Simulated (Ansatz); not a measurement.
Write a Python script for Ansatz 0.2.0, Python API that makes vertical and adiabatic energies of changing the electron count of PZn. Level of theory (for the species named): r2SCAN, def2-SVP basis, multiplicity 2.

```xyz
2

Zn    0.0000    0.0000    0.0000
P     0.0000    0.0000    2.2550
```

`pzn_adiabatic.py`:
```python
"""How PZn relaxes after losing an electron."""

import ansatz
from ase import Atoms
import numpy as np

SETTINGS = {
    "basis_set": "def2-SVP",
    "functional": "r2SCAN",
    "net_charge": 1,
}

atoms = Atoms(["Zn", "P"], positions=[
    [0.0, 0.0, 0.0],
    [0.0, 0.0, 2.255],
])
molecule = ansatz.Crystal.molecule_from_ase(atoms)

base = (
    molecule.calculation()
    .basis(gaussian=SETTINGS["basis_set"])
    .functional(SETTINGS["functional"])
    .spin("collinear", total=1)  # two spin channels
)
symbols = [site.symbol for site in molecule.cartesian_sites]
start = np.array([site.position_ang for site in molecule.cartesian_sites], dtype=float)
data = base.relax(force_tolerance=0.01).run(threads=1, backend="cpu").report
end = np.array(data["positions_ang"])

minimum = ansatz.Crystal.molecule()
for symbol, place in zip(symbols, end):
    minimum = minimum.atom(symbol, place.tolist())
ion = (
    minimum.calculation()
    .basis(gaussian=SETTINGS["basis_set"])  # the orbital basis, by name
    .functional(SETTINGS["functional"])
    .charge(SETTINGS["net_charge"])
)
vertical = ion.run(threads=1, backend="cpu").report
settled = ion.relax(force_tolerance=0.01, max_steps=80).run(threads=1, backend="cpu").report
print(f"vertical ionisation energy   {vertical['free_energy_ev'] - data['free_energy_ev']:.3f} eV")
print(f"adiabatic, no zero point     {settled['free_energy_ev'] - data['free_energy_ev']:.3f} eV")
print(f"relaxation energy of the ion {vertical['free_energy_ev'] - settled['free_energy_ev']:.3f} eV")
ionised = np.array(settled["positions_ang"])
print("final positions (A) and the move of each atom")
for symbol, xyz, old in zip(symbols, ionised, end):
    print(f"{symbol:2s} {xyz[0]:10.5f} {xyz[1]:10.5f} {xyz[2]:10.5f}   {np.linalg.norm(xyz - old):7.4f}")
```

Output of `python pzn_adiabatic.py`:
```text
vertical ionisation energy   8.865 eV
adiabatic, no zero point     8.824 eV
relaxation energy of the ion 0.041 eV
final positions (A) and the move of each atom
Zn    0.00000    0.00000   -0.00233    0.0516
P    -0.00000   -0.00000    2.25733    0.0516
```

What to keep in mind:
- The energies are electronic: no zero-point or thermal terms, and the basis set is short of its limit. The product may relax into another structure. Each relaxation finds its nearest minimum, which needn't be the lowest.
- The run takes the species as open-shell (spin multiplicity 2), which needn't be its ground state.
- The expectation value of S² is noticeably off S(S+1) in at least one run, so that state is spin-contaminated.
- Only the spin states typed were run; another state of an ion can lie lower, by up to an eV or two.
- The spin state was assumed, and another may lie lower.
- Timing: 100 s on 1 thread of Arm Neoverse V2, on a shared host, peak memory 0.23 GiB.
